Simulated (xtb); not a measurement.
**GFN1-xTB run of C2H8Ge2S (SMILES C[C](=S)[GeH2][GeH3])**

We compute a geometry optimisation of C2H8Ge2S. 

Program for the calculation: xtb 6.7.1.

5 further runs of the same task are left out: 5 set aside as unsound or not needed.

## Step 1: Starting point

C2H8Ge2S: 13 atoms, total charge 0, spin state singlet. SMILES: `C[C](=S)[GeH2][GeH3]`. The shape comes from GFN2-xTB, which is rough for such elements, and wasn't checked as a minimum. This is one conformer, not always the lowest. The run starts from this shape.

Bond lengths: C1–C2 1.482 Å, C2–S3 1.623 Å, C2–Ge4 1.973 Å, Ge4–Ge5 2.385 Å, C1–H6 1.093 Å, C1–H7 1.093 Å, C1–H8 1.089 Å, Ge4–H9 1.503 Å, Ge4–H10 1.516 Å, Ge5–H11 1.497 Å, Ge5–H12 1.495 Å, Ge5–H13 1.500 Å. Some angles: C1–C2–S3 122.2°, C1–C2–Ge4 119.5°, S3–C2–Ge4 118.3°, C2–Ge4–Ge5 112.1°, C2–C1–H6 109.6°, C2–C1–H7 108.9°, C2–C1–H8 111.9°, C2–Ge4–H9 106.4°, C2–Ge4–H10 107.9°, Ge5–Ge4–H9 111.6°.

## Step 2: A geometry optimisation at GFN1-xTB

Input file .CHRG:

```
0
```

Input file .UHF:

```
0
```

Input file struc.tmol:

```
$coord
     -2.881983518144      1.551124997615      2.677477356937  c
     -1.033018786027      2.217555812726      0.681945466594  c
      0.526912335329      4.857446517044      0.713314920262  s
     -0.324938407129     -0.218735798925     -2.050182769868  ge
      3.474582733566     -2.529228342460     -1.318386328106  ge
     -2.410666925401     -0.296233467296      3.470330849785  h
     -4.755098950135      1.380293755949      1.825834484352  h
     -2.937087931938      2.961881138693      4.174083755857  h
     -0.181848344973      1.291533319875     -4.450853044070  h
     -2.612754237169     -1.919564900134     -2.325345790875  h
      4.350281819717     -3.945767045480     -3.605862007443  h
      5.621198227573     -0.878042346546     -0.513665355196  h
      3.164421984731     -4.472244743801      0.721308461770  h
$end
```

The run is started by

```console
$ xtb struc.tmol -o vtight --gfn 1 > struc.out
```

**Question.** What will come out? Wanted: total energy at the end; dipole moment; HOMO energy; LUMO energy; HOMO–LUMO gap; dispersion energy.

Computed results:

Level: GFN1-xTB.

| quantity | value |
| --- | --- |
| total energy at the end | -15.54318 Eh |
| dipole moment | 3.21 D |
| HOMO energy | -11.12 eV |
| LUMO energy | -9.04 eV |
| HOMO–LUMO gap | 2.08 eV |
| dispersion energy | -14.92 kJ/mol |

What this shows: At the final geometry: Bond lengths: C1–C2 1.488 Å, C2–S3 1.628 Å, C2–Ge4 1.962 Å, Ge4–Ge5 2.337 Å, C1–H6 1.093 Å, C1–H7 1.093 Å, C1–H8 1.090 Å, Ge4–H9 1.502 Å, Ge4–H10 1.504 Å, Ge5–H11 1.499 Å, Ge5–H12 1.496 Å, Ge5–H13 1.496 Å. Some angles: C1–C2–S3 121.1°, C1–C2–Ge4 120.1°, S3–C2–Ge4 118.8°, C2–Ge4–Ge5 107.9°, C2–C1–H6 109.4°, C2–C1–H7 109.5°, C2–C1–H8 112.0°, C2–Ge4–H9 107.4°, C2–Ge4–H10 109.4°, Ge5–Ge4–H9 114.1°. The optimisation took 73 steps and changed the energy by -0.107 eV. Mulliken charges run from -0.11 on S3 to +0.08 on C2.
